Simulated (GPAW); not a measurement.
Crystal: Al2O3.

```
CELL_PARAMETERS angstrom
2.38025 1.37424 4.33187
-2.38025 1.37424 4.33187
0.00000 -2.74848 4.33187
ATOMIC_POSITIONS crystal
Al 0.35216 0.35216 0.35216
Al 0.14784 0.14784 0.14784
Al 0.64784 0.64784 0.64784
Al 0.85216 0.85216 0.85216
O 0.55668 0.94332 0.25000
O 0.25000 0.55668 0.94332
O 0.94332 0.25000 0.55668
O 0.44332 0.05668 0.75000
O 0.75000 0.44332 0.05668
O 0.05668 0.75000 0.44332
```

Base run:

| Item | Value |
| --- | --- |
| Program | GPAW 26.7.0 |
| Functional | GLLB-SC |
| Potentials or basis | the program's PAW data sets (release 1.2.1) made for this functional |
| Cutoff | 800 eV |
| Basis | pw |
| k mesh | 4 × 4 × 4 |
| Occupations | fermi-dirac, width 0.05 eV |
| Spin | no spin polarisation |

Its results: band gap on the k mesh, kohn-sham part alone 7.21 eV, direct.

The run is repeated on the same cell with these changes: functional from GLLB-SC to LDA. What comes out?

Band gap on the k mesh 6.17 eV, direct.

Caveats: a model potential gives levels but no total energy (some runs).
